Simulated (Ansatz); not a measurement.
**SiTeH₄: one species, many methods**

One table from this session's results is given with a row withheld; the runs are named, their logs left out.

The runs use Ansatz 0.2.0, Gaussian basis; functionals in def2-TZVPP, the program's frozen cores in correlated methods.

The runs, in order: LDA (SPW92), PBE-D4, revPBE-D4, BLYP-D4, r2SCAN-D4, B97M-V, PBE0-D4, B3LYP-D4, r2SCANh-D4, r2SCAN0-D4, HSE06-D4, BHLYP-D4, CAM-B3LYP-D4, LC-ωPBE, ωB97X-V, ωB97M-V, B2PLYP, PBE-QIDH; CCSD(T)/def2-SVP; CCSD(T)/def2-TZVPP; MP2/def2-QZVPP; extrapolation to the limit; RPA on PBE.

## The relaxed structure

An earlier PBE0-D4 in a triple-zeta def2 set relaxation fixed the geometry. Te takes the def2 core potential; no spin-orbit term is included.

SMILES `[SiH3][TeH]`, 6 atoms, charge 0, spin multiplicity 1.

Atoms are counted from 1 here; the program's logs count them from 0.

Bond lengths: Si1–Te2 2.494 Å, Si1–H3 1.484 Å, Si1–H4 1.484 Å, Si1–H5 1.484 Å, Te2–H6 1.658 Å. Angles: Te2–Si1–H3 111.4°, Te2–Si1–H4 104.9°, Te2–Si1–H5 111.4°, H3–Si1–H4 109.9°, H3–Si1–H5 109.3°, H4–Si1–H5 109.9°, Si1–Te2–H6 91.7°.

Coordinates:

```mol
H4SiTe
  3D, bonds by distance, orders not assigned

  6  5  0  0  0  0  0  0  0  0999 V2000
   -0.2966   -0.2697   -0.5197 Si  0  0
   -0.1059    0.8002    1.7250 Te  0  0
    0.3811   -1.5895   -0.5509 H   0  0
   -1.7541   -0.4464   -0.7359 H   0  0
    0.2694    0.5976   -1.5825 H   0  0
    1.5481    0.8439    1.6179 H   0  0
  1  2  8  0
  1  3  8  0
  1  4  8  0
  1  5  8  0
  2  6  8  0
M  END
```

The first run:

in.yaml reads:

```yaml
crystal:
  periodic: [false, false, false]
  atoms:
    - {symbol: Si, position_ang: [-0.296639, -0.269713, -0.519724]}
    - {symbol: Te, position_ang: [-0.105863, 0.800156, 1.725019]}
    - {symbol: H, position_ang: [0.381134, -1.589529, -0.550908]}
    - {symbol: H, position_ang: [-1.754095, -0.446444, -0.735944]}
    - {symbol: H, position_ang: [0.269404, 0.597635, -1.582499]}
    - {symbol: H, position_ang: [1.548059, 0.843895, 1.617857]}
basis:
  gaussian: {orbitals: def2-TZVPP}
hamiltonian: {xc: lda}
output: {orbitals: {seedname: orbitals}}
```

Steps of the session up to this table: LDA; PBE-D4 (GGA); revPBE-D4 (GGA); BLYP-D4 (GGA); r2SCAN-D4 (meta-GGA); B97M-V (meta-GGA); PBE0-D4 (hybrid); B3LYP-D4 (hybrid); r2SCANh-D4 (hybrid); r2SCAN0-D4 (hybrid); HSE06-D4 (hybrid); BHLYP-D4 (hybrid); CAM-B3LYP-D4 (range-separated); LC-ωPBE-D4 (range-separated; the results give it without D4); ωB97X-V (range-separated); ωB97M-V (range-separated); B2PLYP (double hybrid); PBE-QIDH (double hybrid).

One table of the session follows, with a row left open; its other results are not shown here.

It belongs to the step «Frontier levels by functional». 

```
  functional  HOMO (eV)  gap (eV)
 LDA (SPW92)      -5.65      3.95
      PBE-D4      -5.53      3.98
   revPBE-D4      -5.48      4.01
     BLYP-D4      -5.35      3.91
   r2SCAN-D4      -5.77      4.47
      B97M-V      -5.80      4.38
     PBE0-D4      -6.55      5.81
    B3LYP-D4      -6.33      5.37
  r2SCANh-D4      -6.15      5.13
  r2SCAN0-D4      -6.71      6.12
    HSE06-D4      -6.16      5.05
    BHLYP-D4      -7.41      7.52
CAM-B3LYP-D4      -7.75      8.01
     LC-ωPBE      -9.06     10.41
     ωB97X-V      -8.74      9.99
     ωB97M-V          ?         ?
```

Q: Estimate the row for ωB97M-V from the others.

The run gave: HOMO (eV): -8.63; gap (eV): 9.65. In the column «HOMO (eV)» it lies between ωB97X-V (-8.74) and CAM-B3LYP-D4 (-7.75).
